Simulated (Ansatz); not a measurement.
**Si3H8O2: small, medium and large basis sets**

One table from this session's results is given with a row withheld; the runs are named, their logs left out.

The runs use Ansatz 0.2.0, Gaussian basis; one geometry, several basis sets.

Levels to be run: PBE0-D4/def2-SVP; ωB97M-V/def2-SVP; PBE0-D4/def2-QZVPP; ωB97M-V/def2-QZVPP; the functionals' def2-TZVPP values are taken from earlier runs.

### The relaxed structure

The geometry comes from an earlier relaxation with PBE0-D4 in a triple-zeta def2 set; it is a stationary point, not always the lowest conformer.

SMILES `[SiH3]O[SiH2]O[SiH3]`, 13 atoms, charge 0, spin multiplicity 1.

Atoms are counted from 1 here; the program's logs count them from 0.

Bond lengths: Si1–O2 1.637 Å, Si1–H6 1.483 Å, Si1–H7 1.487 Å, Si1–H8 1.485 Å, O2–Si3 1.627 Å, Si3–O4 1.627 Å, Si3–H9 1.480 Å, Si3–H10 1.480 Å, O4–Si5 1.637 Å, Si5–H11 1.485 Å, Si5–H12 1.487 Å, Si5–H13 1.483 Å. Angles: O2–Si1–H6 108.3°, O2–Si1–H7 110.2°, O2–Si1–H8 109.9°, H6–Si1–H7 109.7°, H6–Si1–H8 109.6°, H7–Si1–H8 109.2°, Si1–O2–Si3 145.9°, O2–Si3–O4 110.9°, O2–Si3–H9 109.8°, O2–Si3–H10 107.2°, O4–Si3–H9 107.2°, O4–Si3–H10 109.8°, H9–Si3–H10 112.1°, Si3–O4–Si5 145.8°, O4–Si5–H11 109.9°, O4–Si5–H12 110.3°, O4–Si5–H13 108.3°, H11–Si5–H12 109.2° and more.

Set-up of the first run:

Contents of in.yaml:

```yaml
crystal:
  periodic: [false, false, false]
  atoms:
    - {symbol: Si, position_ang: [-1.666608, 1.586943, 0.756842]}
    - {symbol: O, position_ang: [-0.292566, 0.792014, 1.157997]}
    - {symbol: Si, position_ang: [0.467304, -0.646378, 1.202285]}
    - {symbol: O, position_ang: [0.633286, -1.260950, -0.295358]}
    - {symbol: Si, position_ang: [1.269831, -1.039013, -1.787507]}
    - {symbol: H, position_ang: [-1.673212, 2.889511, 1.464784]}
    - {symbol: H, position_ang: [-2.856808, 0.792617, 1.159784]}
    - {symbol: H, position_ang: [-1.706876, 1.815900, -0.710110]}
    - {symbol: H, position_ang: [-0.335135, -1.613284, 1.985217]}
    - {symbol: H, position_ang: [1.801877, -0.417613, 1.800869]}
    - {symbol: H, position_ang: [0.436130, -0.077921, -2.553835]}
    - {symbol: H, position_ang: [2.654574, -0.508608, -1.682517]}
    - {symbol: H, position_ang: [1.288603, -2.347816, -2.483649]}
basis:
  gaussian: {orbitals: def2-SVP}
hamiltonian: {xc: pbe0, dispersion: d4}
output: {orbitals: {seedname: orbitals}}
```

Started as:

```
> ansatz run in.yaml --threads 4 --pin off --events-out ev --progress --plain --max-ram 10444MiB
```

Among the steps run: PBE0-D4 in def2-SVP; ωB97M-V in def2-SVP; PBE0-D4 in def2-QZVPP; ωB97M-V in def2-QZVPP.

One of the session's tables, all rows but one given; the rest of the session is left out.

It belongs to the step «Density functionals: the series». 

```
functional       basis  HOMO (eV)  LUMO (eV)
   PBE0-D4    def2-SVP      -8.53       0.44
   PBE0-D4  def2-TZVPP      -8.63      -0.08
   PBE0-D4  def2-QZVPP      -8.65      -0.23
   ωB97M-V    def2-SVP     -10.77       2.31
   ωB97M-V  def2-TZVPP     -10.92       1.58
   ωB97M-V  def2-QZVPP          ?          ?
```

**Question.** Estimate the row for ωB97M-V, def2-QZVPP.

As computed: HOMO (eV): -10.93; LUMO (eV): 1.27. In the column «HOMO (eV)» it is the lowest.
